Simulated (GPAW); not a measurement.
The system is GaGe3.

```
Ge Ga
1.0
     5.98504    0.00000    0.00000
    -2.99252    5.18319    0.00000
     0.00000    0.00000    5.03495
Ge Ga
6 2
Direct
  0.16356 0.32712 0.25000
  0.16356 0.83644 0.25000
  0.67288 0.83644 0.25000
  0.83644 0.67288 0.75000
  0.83644 0.16356 0.75000
  0.32712 0.16356 0.75000
  0.33333 0.66667 0.75000
  0.66667 0.33333 0.25000
```

The cell comes from a database or a generator and needn't be the stable form of this composition.

```yaml
Program: GPAW 26.7.0
Task: relaxation of cell and atoms
Functional: PBEsol
Dispersion: D3(BJ)+ATM
Potentials_or_basis: PAW data sets generated in the run's folder for this functional
Cutoff: 600 eV
Basis: pw
k_mesh: 4 × 4 × 4
Occupations: fermi-dirac, width 0.05 eV
Spin: no spin polarisation
```

At the start: pressure -6.7 GPa; volume 19.52 Å³/atom.

**Question.** How do energy, volume and symmetry change on relaxing?

**Answer.** Over 9 steps the energy falls by 51.4 meV/atom and the volume is 17.43 Å³/atom (-10.7 %); space group P6_3/mmc (No. 194, to 0.05 Å).

The path:
```
step  energy change (eV)  largest force (eV/Å)  pressure (GPa)  volume (Å³)
   1              0.0000                0.1223           -6.73       156.19
   2             -0.0297                0.1209           -6.54       155.51
   3             -0.3652                0.0375           -2.74       144.71
   4             -0.4051                0.0866            0.70       138.30
   5             -0.4106                0.0456           -0.17       139.75
   6             -0.4107                0.0424           -0.12       139.66
   7             -0.4112                0.0067            0.07       139.32
   8             -0.4113                0.0016            0.04       139.37
   9             -0.4113                0.0040            0.01       139.42
```

Final structure:
```
Ge Ga
1.0
     5.75074    0.00000    0.00000
    -2.87537    4.98029    0.00000
     0.00000    0.00000    4.86789
Ge Ga
6 2
Direct
  0.16722 0.33444 0.25000
  0.16722 0.83278 0.25000
  0.66556 0.83278 0.25000
  0.83278 0.66556 0.75000
  0.83278 0.16722 0.75000
  0.33444 0.16722 0.75000
  0.33333 0.66667 0.75000
  0.66667 0.33333 0.25000
```

Caveat: later steps reuse the first step's grids; pairwise dispersion overbinds metals, which lowers pressure and volume.
